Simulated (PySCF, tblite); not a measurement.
**C₅H₇BS: geometry, infrared bands and NMR shifts**

Aim: predict the infrared bands and NMR shifts of C₅H₇BS (`C#CB(C=C)SC`).

Computed with tblite 0.8.0 and PySCF 2.14.0, with density-fitted response routines of our own, on a single molecule in the gas phase. Atoms count from 0, in the outputs and in this text.

## 1. The starting structure

14 atoms, charge 0, multiplicity 1; geometry from: force field or distance geometry start.

Bonds of the start (Å): C0–C1 1.21, C1–B2 1.53, B2–C3 1.59, C3–C4 1.34, B2–S5 1.88, S5–C6 1.82, C0–H7 1.06, C3–H8 1.07, C4–H9 1.08, C4–H10 1.09, C6–H11 1.11, C6–H12 1.10, C6–H13 1.11.

## 2. Geometry optimisation with GFN2-xTB

What the job is given:

```
{"job": {"kind": "relax", "xc": "GFN2-xTB", "basis": "xTB"}, "charge": 0, "multiplicity": 1}
C      1.159100     2.855100     0.749300
C      0.577500     1.804300     0.641100
B     -0.130400     0.448100     0.527000
C     -1.534700     0.398600    -0.212100
C     -2.220700    -0.746500    -0.351000
S      0.668300    -1.094100     1.250100
C      1.561100    -1.510900    -0.283500
H      1.655600     3.791900     0.841600
H     -1.945100     1.310800    -0.594200
H     -1.850600    -1.694900     0.017600
H     -3.179900    -0.732400    -0.870900
H      0.835400    -1.698600    -1.102500
H      2.249600    -0.692500    -0.549500
H      2.154200    -2.439300    -0.115100
```

Command:

```console
$ OMP_NUM_THREADS=1 python probes_run.py task.json out
```

One launch serves the whole session: the jobs run in the order shown.

**Question.** This job is followed by: GFN2-xTB harmonic vibrations, gas phase; GIAO PBE0/pcSseg-1 NMR shielding, non-relativistic, gas phase. What will the session give for the following? strongest single infrared mode (GFN2-xTB); zero-point energy (GFN2-xTB); 13C shifts against TMS (PBE0/pcSseg-1); 1H shifts against TMS (PBE0/pcSseg-1, means over atoms taken as alike); 11B shifts against BF3·OEt2 (PBE0/pcSseg-1); 33S shifts against CS2 (PBE0/pcSseg-1).

The runs gave:

| quantity | value |
| --- | --- |
| strongest single infrared mode (GFN2-xTB) | 944 cm⁻¹, 75 km/mol |
| zero-point energy (GFN2-xTB) | 64.1 kcal/mol |
| 13C shifts against TMS (PBE0/pcSseg-1) | 146.7, 145.7, 123.9, 94.9, 19.8 ppm |
| 1H shifts against TMS (PBE0/pcSseg-1, means over atoms taken as alike) | 6.97, 6.76, 6.52, 4.02, 2.48 ppm |
| 11B shifts against BF3·OEt2 (PBE0/pcSseg-1) | 50.1 ppm |
| 33S shifts against CS2 (PBE0/pcSseg-1) | 59 ppm |

In words: Relaxing lowered the energy by 0.681 eV in 138 steps; the close pair that moved most is B2–S5, from 1.881 to 1.786 Å. All 36 modes are real, so the xTB geometry is a minimum. Unscaled tight-binding wavenumbers are off by several per cent, some by more. Its intensities can rank the bands wrongly. The most deshielded carbon is C3 (alkene CH), at 146.7 ppm: the olefinic region. H8 (hydrogen on an alkene CH) lies farthest downfield among hydrogen, at 6.97 ppm; olefinic region. At PBE0/pcSseg-1: The largest span, 486 ppm, is at S5, where the paramagnetic term is -615 ppm.
